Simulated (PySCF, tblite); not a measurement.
# C4H6FNSi: geometry, infrared bands and NMR shifts

What infrared bands and NMR shifts should C4H6FNSi (`C/C([SiH3])=C(\F)C#N`) show?

Programs: tblite 0.8.0 and PySCF 2.14.0, with density-fitted response routines of our own. Each step states its level of theory. These are calculated values for one molecule in the gas phase, unless marked as measured. Atoms are numbered from 0 throughout.

**1. The molecule as given**

13 atoms, charge 0, multiplicity 1; geometry from: force field or distance geometry start.

Bonds of the start (Å): C0–C1 1.49, C1–Si2 1.85, C1–C3 1.35, C3–F4 1.35, C3–C5 1.43, C5–N6 1.17, C0–H7 1.12, C0–H8 1.11, C0–H9 1.11, Si2–H10 1.46, Si2–H11 1.47, Si2–H12 1.49.

**2. Geometry optimisation with GFN2-xTB**

The job: settings as JSON, then the geometry in Å.

```
{"job": {"kind": "relax", "xc": "GFN2-xTB", "basis": "xTB"}, "charge": 0, "multiplicity": 1}
C     -1.778400     0.010500     0.162600
C     -0.299500     0.111800     0.016400
Si     0.761900    -1.402100    -0.010700
C      0.314000     1.307100    -0.079600
F     -0.425400     2.439100    -0.038000
C      1.731600     1.396700    -0.204900
N      2.891500     1.472300    -0.331300
H     -2.194400     0.261600    -0.849300
H     -2.063400     0.846400     0.836500
H     -2.126300    -0.983400     0.517200
H      1.253700    -1.758600     1.320200
H      1.952400    -1.145200    -0.833500
H     -0.022100    -2.555800    -0.523200
```

Run with:

```console
OMP_NUM_THREADS=1 python probes_run.py task.json out
```

The driver reads the jobs from task.json and runs them one after another.

**Question.** This job is followed by: GFN2-xTB harmonic vibrations, gas phase; GIAO PBE0/pcSseg-1 NMR shielding, non-relativistic, gas phase. What will the session give for the following? strongest single infrared mode (GFN2-xTB); zero-point energy (GFN2-xTB); 13C shifts against TMS (PBE0/pcSseg-1); 1H shifts against TMS (PBE0/pcSseg-1, means over atoms taken as alike); 29Si shifts against TMS (PBE0/pcSseg-1); 19F shifts against CFCl3 (PBE0/pcSseg-1); 15N shifts against NH3 (PBE0/pcSseg-1).

As calculated:

| quantity | value |
| --- | --- |
| strongest single infrared mode (GFN2-xTB) | 790 cm⁻¹, 401 km/mol |
| zero-point energy (GFN2-xTB) | 52.3 kcal/mol |
| 13C shifts against TMS (PBE0/pcSseg-1) | 145.0, 137.0, 117.9, 18.0 ppm |
| 1H shifts against TMS (PBE0/pcSseg-1, means over atoms taken as alike) | 4.33, 2.17 ppm |
| 29Si shifts against TMS (PBE0/pcSseg-1) | -69.3 ppm |
| 19F shifts against CFCl3 (PBE0/pcSseg-1) | -96.7 ppm |
| 15N shifts against NH3 (PBE0/pcSseg-1) | 326.4 ppm |

What this shows: The optimisation took 84 steps and gained 0.261 eV; among the close pairs (by a distance rule), C1–Si2 changed most, from 1.849 to 1.897 Å. The lowest mode is imaginary (23i cm⁻¹), so the xTB geometry is not a minimum. The strongest single mode, at 790 cm⁻¹, is spread over several atoms, H12, H11, H10 among them. GFN2-xTB is a fitted tight-binding method: band positions and strengths are rough. Its intensities can rank the bands wrongly. At PBE0/pcSseg-1: The widest tensor belongs to N6: span 448 ppm, with a paramagnetic part of -398 ppm.
